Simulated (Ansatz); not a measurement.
# CH₉N₃Si: one species, many methods

An exercise on one series of results from a longer session: the logs are not shown, and one member is left open.

The runs use Ansatz 0.2.0, Gaussian basis; functionals in def2-TZVPP, the program's frozen cores in correlated methods.

The runs, in order: LDA (SPW92), PBE-D4, revPBE-D4, BLYP-D4, r2SCAN-D4, B97M-V, PBE0-D4, B3LYP-D4, r2SCANh-D4, r2SCAN0-D4, HSE06-D4, BHLYP-D4, CAM-B3LYP-D4, LC-ωPBE, ωB97X-V, ωB97M-V, B2PLYP, PBE-QIDH; CCSD(T)/def2-SVP; CCSD(T)/def2-TZVPP; MP2/def2-QZVPP; extrapolation to the limit; RPA on PBE.

## The geometry

An earlier PBE0-D4 in a triple-zeta def2 set relaxation fixed the geometry.

14 atoms, charge 0, spin multiplicity 1.

Atoms are counted from 1 here; the program's logs count them from 0.

Bond lengths: N1–C2 1.472 Å, N1–H6 1.014 Å, N1–H7 1.014 Å, C2–Si3 1.883 Å, C2–H8 1.095 Å, C2–H9 1.098 Å, Si3–N4 1.721 Å, Si3–N5 1.714 Å, Si3–H10 1.497 Å, N4–H11 1.008 Å, N4–H12 1.007 Å, N5–H13 1.005 Å, N5–H14 1.006 Å. Angles: C2–N1–H6 109.5°, C2–N1–H7 109.4°, H6–N1–H7 105.8°, N1–C2–Si3 114.3°, N1–C2–H8 108.5°, N1–C2–H9 108.6°, Si3–C2–H8 109.8°, Si3–C2–H9 110.4°, H8–C2–H9 104.8°, C2–Si3–N4 104.8°, C2–Si3–N5 115.8°, C2–Si3–H10 109.6°, N4–Si3–N5 106.0°, N4–Si3–H10 116.8°, N5–Si3–H10 104.3°, Si3–N4–H11 119.4°, Si3–N4–H12 120.2°, H11–N4–H12 110.9° and more.

The first run:

in.yaml

```yaml
crystal:
  periodic: [false, false, false]
  atoms:
    - {symbol: N, position_ang: [0.269203, -0.983440, 1.758880]}
    - {symbol: C, position_ang: [0.891540, 0.160405, 1.073536]}
    - {symbol: Si, position_ang: [0.101660, 0.595240, -0.579371]}
    - {symbol: N, position_ang: [0.374475, -0.782601, -1.574550]}
    - {symbol: N, position_ang: [-1.595536, 0.829896, -0.554672]}
    - {symbol: H, position_ang: [0.194737, -1.764108, 1.115428]}
    - {symbol: H, position_ang: [-0.682258, -0.745172, 2.015073]}
    - {symbol: H, position_ang: [0.855065, 1.027274, 1.741818]}
    - {symbol: H, position_ang: [1.961137, -0.048678, 0.944047]}
    - {symbol: H, position_ang: [0.647236, 1.900643, -1.068910]}
    - {symbol: H, position_ang: [-0.069931, -0.836276, -2.477249]}
    - {symbol: H, position_ang: [1.280064, -1.223727, -1.592110]}
    - {symbol: H, position_ang: [-1.999703, 1.745069, -0.458712]}
    - {symbol: H, position_ang: [-2.240489, 0.096378, -0.314606]}
basis:
  gaussian: {orbitals: def2-TZVPP}
hamiltonian: {xc: lda}
output: {orbitals: {seedname: orbitals}}
```

The run is started by

```
> ansatz run in.yaml --threads 4 --pin off --events-out ev --progress --plain --max-ram 10444MiB
```

Steps of the session up to this table: LDA; PBE-D4 (GGA); revPBE-D4 (GGA); BLYP-D4 (GGA); r2SCAN-D4 (meta-GGA); B97M-V (meta-GGA); PBE0-D4 (hybrid); B3LYP-D4 (hybrid); r2SCANh-D4 (hybrid); r2SCAN0-D4 (hybrid); HSE06-D4 (hybrid); BHLYP-D4 (hybrid); CAM-B3LYP-D4 (range-separated); LC-ωPBE (range-separated); ωB97X-V (range-separated); ωB97M-V (range-separated); B2PLYP (double hybrid); PBE-QIDH (double hybrid).

One of the session's tables, all rows but one given; the rest of the session is left out.

It belongs to the step «Frontier levels by functional». 

| functional | HOMO (eV) | LUMO (eV) | gap (eV) |
| --- | --- | --- | --- |
| LDA (SPW92) | -4.90 | -0.32 | 4.58 |
| PBE-D4 | -4.78 | -0.16 | 4.63 |
| revPBE-D4 | -4.73 | -0.07 | 4.67 |
| BLYP-D4 | -4.69 | -0.16 | 4.53 |
| r2SCAN-D4 | -5.04 | 0.50 | 5.54 |
| B97M-V | -5.21 | 0.01 | 5.22 |
| PBE0-D4 | -6.15 | 0.67 | 6.82 |
| B3LYP-D4 | -5.95 | 0.33 | 6.28 |
| r2SCANh-D4 | -5.56 | 0.74 | 6.30 |
| r2SCAN0-D4 | -6.33 | 1.09 | 7.42 |
| HSE06-D4 | -5.75 | 0.30 | 6.05 |
| BHLYP-D4 | -7.48 | 1.28 | 8.76 |
| CAM-B3LYP-D4 | ? | ? | ? |
| LC-ωPBE | -8.90 | 2.75 | 11.65 |
| ωB97X-V | -8.57 | 2.52 | 11.09 |
| ωB97M-V | -8.47 | 2.07 | 10.54 |

**Question.** Estimate the row for CAM-B3LYP-D4.

The run gave: HOMO (eV): -7.57; LUMO (eV): 1.43; gap (eV): 9.00. In the column «HOMO (eV)» it lies between ωB97M-V (-8.47) and BHLYP-D4 (-7.48).
